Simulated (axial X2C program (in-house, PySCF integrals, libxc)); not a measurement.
# WB⁺: properties at the nuclei

Wanted for WB⁺: properties at the nuclei, at the two-component level.

Program: an in-house X2C program for linear molecules on PySCF integrals. Level of theory: two-component X2C with atomic mean-field terms, W dyall-cv3z, B dyall-v3z. These are calculated values, not measurements.

### 1 Set-up

Input file task.json:

```json
{"zs": [74, 5], "q": 1, "bas": ["dyall-cv3z", "dyall-v3z"], "r0": 2.22, "levels": ["PBE0", "HF", "BHandHLYP", "PBE50", "r2SCAN"], "nst": 3}
```

Keys: zs atomic numbers; q charge; bas basis sets; r0 starting distance in Å; levels methods (HF also brings MP2); nst determinants followed.

The run is started by

```sh
$ python soeom.py task.json out
```

Further steps of the session: Expectation values, lowest determinant; Expectation values, a higher determinant; Expectation values, a higher determinant.

Before running it: what results should come out? Wanted: lowest determinant; Eeff magnitude; Ws magnitude W; A∥/gI W; qzz W; higher determinant (for each run or level that gives them).

As calculated:

| quantity | value |
| --- | --- |
| lowest determinant | Ω = 3 (excess of +ω over −ω: ω = 1/2, ω = 5/2) |
| Eeff magnitude (GV/cm), PBE0 | 6.06 |
| Ws magnitude W (kHz), PBE0 | 1.04 |
| A∥/gI W (MHz), PBE0 | 2110 |
| qzz W (a.u.), PBE0 | 0.29 |
| higher determinant | Ω = 2 (excess of +ω over −ω: ω = -1/2, ω = 5/2) |
| Eeff magnitude (GV/cm), PBE0, higher determinant | 14 |
| Ws magnitude W (kHz), PBE0, higher determinant | 5.89 |
| A∥/gI W (MHz), PBE0, higher determinant | 902 |
| qzz W (a.u.), PBE0, higher determinant | -0.14 |
| higher determinant | Ω = 1 (excess of +ω over −ω: 2 × ω = 1/2) |
| Eeff magnitude (GV/cm), PBE0, higher determinant | 11.2 |
| Ws magnitude W (kHz), PBE0, higher determinant | 10 |
| A∥/gI W (MHz), PBE0, higher determinant | 6720 |
| qzz W (a.u.), PBE0, higher determinant | -6.53 |

In the first state, the effective field runs from 1.37 to 10.8 GV/cm over the mean-field levels, so the levels don't agree on it. The expectation values come from single determinants, which for open shells can mix terms of unlike spin or miss the lowest Ω, so a determinant need not be a state. Eeff is the effective electric field on the electron dipole moment in this Ω state and Ws the scalar–pseudoscalar constant (defined with the proton number Z and per Ω); A∥ is the parallel hyperfine constant, which follows by multiplying with the nuclear g factor gI = μI/(I μN); qzz is the electric field gradient, eQq0 = 234.96 MHz × Q/barn × qzz. The operators were transformed with the bare-nucleus X2C matrices.
